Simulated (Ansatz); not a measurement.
**KF: pressure up to the limit of the methods**

The task here is to estimate one member of a computed series from the others.

Computed with Ansatz 0.2.0 (DFT, PBE, PAW with Ansatz's default frozen-core files, scalar-relativistic, unless a step's input says otherwise).

1 further run of the same task is left out (it didn't finish).

### Starting point

The structure is cubic, space group Fm-3m (No. 225). The conventional cell has a = 5.344 Å, b = 5.344 Å, c = 5.344 Å, α = 90.00°, β = 90.00°, γ = 90.00°. K (site symmetry m-3m) is surrounded by 6 F at 2.67 Å. F (site symmetry m-3m) is surrounded by 6 K at 2.67 Å.

Structure file:

```
CELL_PARAMETERS angstrom
0.00000 2.67185 2.67185
2.67185 0.00000 2.67185
2.67185 2.67185 0.00000
ATOMIC_POSITIONS crystal
K 0.00000 0.00000 0.00000
F 0.50000 0.50000 0.50000
```

Whether this phase is the stable one at these pressures isn't tested.

Atoms are numbered in the order of the input: K1, F2.

The first run:

File input.yaml:

```yaml
crystal:
  lattice:
    - [0.0, 2.67185, 2.67185]
    - [2.67185, 0.0, 2.67185]
    - [2.67185, 2.67185, 0.0]
  atoms:
    - { symbol: K, position: [0.0, 0.0, 0.0] }
    - { symbol: F, position: [0.5, 0.5, 0.5] }
kpoints:
  mp_grid: { grid: [9, 9, 9] }
scf:
  occupations: { method: fermi_dirac, width: 0.03 }
hamiltonian:
  xc: pbe
  pseudopotentials: { kind: paw }
output:
  forces: true
  stress: true
relax:
  f_tol: 0.01
  max_steps: 30
```

On the command line:

```bash
$ ansatz run input.yaml --threads 1 --pin off --max-ram 2048MiB --backend cpu --events-out ev --progress --plain --runs-dir out
```

Among the steps run: Atoms relaxed at the given volume, PAW; Volume scaled by 1, PAW; Atoms relaxed at 0.6 of the volume, PAW; Volume scaled by 0.6, PAW; Atoms relaxed at 0.55 of the volume, PAW; Volume scaled by 0.55, PAW; Atoms relaxed at 0.4 of the volume, PAW; Volume scaled by 0.4, PAW.

One table of the session follows, with a row left open; its other results are not shown here.

```
method  volume over the first  volume (Å³/atom)  pressure (GPa)  gap (eV)
   PAW                      1                 ?               ?         ?
   PAW                    0.6            11.444           62.02      7.33
   PAW                   0.55            10.491           88.70      6.81
   PAW                    0.4             7.630          284.22      3.75
```

**Question.** Estimate the row for PAW, 1.

The run gave: volume (Å³/atom): 19.074; pressure (GPa): 1.38; gap (eV): 6.18. In the column «volume (Å³/atom)» it is the highest.

Caveats from the session: Warnings in the runs' records: stress scf threshold loose.
